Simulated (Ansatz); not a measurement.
**AlGaH (quartet): wave-function methods side by side at distance Al1–Ga2 = 4.966 Å, 6-31G**

Aim: climb from Hartree-Fock through coupled cluster and multireference methods for AlGaH (quartet) at one geometry and basis, and see what each rung misses.

Method: 6-31G, core rule «outside noble gas», up to 19 orbitals frozen; program: Ansatz 0.2.0, Gaussian basis.

Plan: UHF; CCSD(T) on ROHF; CCSD(T) on UHF; BCCD(T) on ROHF; CISD; CCSDT(Q) on ROHF; CCSDT(Q) on UHF; CASSCF and MRCISD+Q, 5 electrons in 5 orbitals; CASSCF and NEVPT2, 5 electrons in 5 orbitals; CASSCF and MRCISD+Q, 7 electrons in 9 orbitals; CASSCF and NEVPT2, 7 electrons in 9 orbitals; Full CI.

16 further runs of the same task are left out: 14 that didn't finish, 2 set aside as unsound or not needed.

### 1 The geometry

The geometry derives from a PBE0/def2-TZVP stationary point (not a proven minimum). One bond is set to the value named and the two fragments are kept rigid. No spin-orbit coupling is included. The filled d shell of Ga may be among the frozen orbitals whatever the setting's name suggests; the logs give the count.

3 atoms, charge 0, spin multiplicity 4.

Atoms are counted from 1 here; the program's logs count them from 0.

Bond lengths: Ga2–H3 1.559 Å.

### 2 UHF

Input file in.yaml:

```yaml
crystal:
  periodic: [false, false, false]
  atoms:
    - {symbol: Al, position_ang: [0.000000, 0.000000, 3.830233]}
    - {symbol: Ga, position_ang: [0.000000, 0.000000, -1.135767]}
    - {symbol: H, position_ang: [0.000000, 0.000000, -2.694467]}
basis:
  gaussian: {orbitals: 6-31G}
magnetization: {spin_polarized: true, initial_magnetization: 3}
hamiltonian: {xc: hf}
output: {orbitals: {seedname: orbitals}}
```

On the command line:

```console
ansatz run in.yaml --threads 1 --pin off --events-out ev --progress --plain --max-ram 2393MiB
```

After this run come: CCSD(T) on ROHF; CCSD(T) on UHF; BCCD(T) on ROHF; CISD; CCSDT(Q) on ROHF; CCSDT(Q) on UHF; CASSCF and MRCISD+Q, 5 electrons in 5 orbitals; CASSCF and NEVPT2, 5 electrons in 5 orbitals; CASSCF and MRCISD+Q, 7 electrons in 9 orbitals; CASSCF and NEVPT2, 7 electrons in 9 orbitals; Full CI.

Before running them: what should the planned runs give, taken together? Wanted: FCI below the RHF energy; RMP2 from FCI; UMP2 from FCI; RCCSD from FCI; RCCSD(T) from FCI; UCCSD(T) from FCI; RCCSDT(Q) from FCI; UCCSDT(Q) from FCI; NEVPT2 pair from FCI.

As calculated:

| quantity | value |
| --- | --- |
| FCI below the RHF energy | -1.6641 eV |
| RMP2 from FCI | +665.7 meV |
| UMP2 from FCI | +648.0 meV |
| RCCSD from FCI | +36.4 meV |
| RCCSD(T) from FCI | +22.3 meV |
| UCCSD(T) from FCI | +15.3 meV |
| RCCSDT(Q) from FCI | +0.9 meV |
| UCCSDT(Q) from FCI | -5.2 meV |
| NEVPT2 pair from FCI | +500.7 meV |
| MRCISD+Q pair from FCI | -11.9 meV |
| levels within 1 kcal/mol (43 meV) | RCCSD, UCCSD, RCCSD(T), UCCSD(T), BCCD(T), RCCSDT, UCCSDT, RCCSDT(Q), UCCSDT(Q), MRCISD+Q pair |
| T1 diagnostic | 0.023 |
| effectively unpaired electrons | 3.33 |

In words: RCCSD(T) misses by +22.3 meV, 1.3 % of the correlation energy. UCCSDT(Q), MRCISD+Q pair fall below full CI: unrestricted runs freeze a spin-polarised core, another one than full CI's, and coupled cluster isn't variational. The occupations show some static correlation. Of the multireference levels listed MRCISD+Q pair comes nearest in total energy (-11.9 meV), which doesn't show that its space is the better one. These misses are within one basis, not against nature; the frozen cores of restricted and unrestricted runs differ, which can shift their rows.
